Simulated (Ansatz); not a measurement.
**Si2H5O2 radical: a ladder of functionals and wavefunction methods**

The task here is to estimate one member of a computed series from the others.

Method: functionals in def2-TZVPP, the program's frozen cores in correlated methods; program: Ansatz 0.2.0, Gaussian basis.

Levels to be run: LDA (SPW92), PBE-D4, revPBE-D4, BLYP-D4, r2SCAN-D4, B97M-V, PBE0-D4, B3LYP-D4, r2SCANh-D4, r2SCAN0-D4, HSE06-D4, BHLYP-D4, CAM-B3LYP-D4, LC-ωPBE, ωB97X-V, ωB97M-V, B2PLYP, PBE-QIDH; CCSD(T)/def2-SVP; CCSD(T)/def2-TZVPP; MP2/def2-QZVPP; extrapolation to the limit; RPA on PBE.

## Structure used throughout

All runs share one geometry, relaxed beforehand with PBE0-D4 in a triple-zeta def2 set.

SMILES `O[SiH](O)[SiH2]`, 9 atoms, charge 0, spin multiplicity 2.

Atoms are counted from 1 here; the program's logs count them from 0.

Bond lengths: O1–Si2 1.647 Å, O1–H5 0.959 Å, Si2–O3 1.646 Å, Si2–Si4 2.331 Å, Si2–H6 1.484 Å, O3–H7 0.959 Å, Si4–H8 1.489 Å, Si4–H9 1.489 Å. Angles: Si2–O1–H5 117.3°, O1–Si2–O3 112.7°, O1–Si2–Si4 114.7°, O1–Si2–H6 102.7°, O3–Si2–Si4 103.3°, O3–Si2–H6 111.5°, Si4–Si2–H6 112.3°, Si2–O3–H7 117.5°, Si2–Si4–H8 115.3°, Si2–Si4–H9 114.8°, H8–Si4–H9 109.9°.

Set-up of the first run:

in.yaml reads:

```yaml
crystal:
  periodic: [false, false, false]
  atoms:
    - {symbol: O, position_ang: [0.977778, 1.346291, -0.652926]}
    - {symbol: Si, position_ang: [0.627906, 0.002618, 0.233712]}
    - {symbol: O, position_ang: [1.015613, -1.393078, -0.547655]}
    - {symbol: Si, position_ang: [-1.631473, -0.274787, 0.734651]}
    - {symbol: H, position_ang: [0.462085, 1.496438, -1.447288]}
    - {symbol: H, position_ang: [1.454851, 0.190728, 1.451269]}
    - {symbol: H, position_ang: [1.938586, -1.537155, -0.765676]}
    - {symbol: H, position_ang: [-2.473468, -0.787491, -0.381035]}
    - {symbol: H, position_ang: [-2.283378, 0.910036, 1.357947]}
basis:
  gaussian: {orbitals: def2-TZVPP}
magnetization: {spin_polarized: true, initial_magnetization: 1}
hamiltonian: {xc: lda}
output: {orbitals: {seedname: orbitals}}
```

Steps of the session up to this table: LDA; PBE-D4 (GGA); revPBE-D4 (GGA); BLYP-D4 (GGA); r2SCAN-D4 (meta-GGA); B97M-V (meta-GGA); PBE0-D4 (hybrid); B3LYP-D4 (hybrid); r2SCANh-D4 (hybrid); r2SCAN0-D4 (hybrid); HSE06-D4 (hybrid); BHLYP-D4 (hybrid); CAM-B3LYP-D4 (range-separated); LC-ωPBE-D4 (range-separated; the results give it without D4); ωB97X-V (range-separated); ωB97M-V (range-separated); B2PLYP (double hybrid); PBE-QIDH (double hybrid).

One of the session's tables, all rows but one given; the rest of the session is left out.

It belongs to the step «Orbital energies across the functionals». 

```
  functional  HOMO (eV)  LUMO (eV)  gap (eV)
 LDA (SPW92)      -5.06      -3.96      1.10
      PBE-D4      -5.08      -3.51      1.57
   revPBE-D4      -5.05      -3.36      1.69
     BLYP-D4      -4.82      -3.51      1.31
   r2SCAN-D4      -5.44      -3.08      2.36
      B97M-V          ?          ?         ?
     PBE0-D4      -6.14      -2.61      3.53
    B3LYP-D4      -5.83      -2.98      2.85
  r2SCANh-D4      -5.82      -2.78      3.04
  r2SCAN0-D4      -6.40      -2.34      4.06
    HSE06-D4      -5.75      -2.99      2.76
    BHLYP-D4      -6.96      -1.82      5.14
CAM-B3LYP-D4      -7.28      -1.71      5.57
     LC-ωPBE      -8.73      -0.31      8.42
     ωB97X-V      -8.19      -0.85      7.34
     ωB97M-V      -7.86      -1.00      6.85
```

**Question.** Estimate the row for B97M-V.

**Answer.** HOMO (eV): -5.21; LUMO (eV): -3.69; gap (eV): 1.52. In the column «HOMO (eV)» it lies between r2SCAN-D4 (-5.44) and PBE-D4 (-5.08).
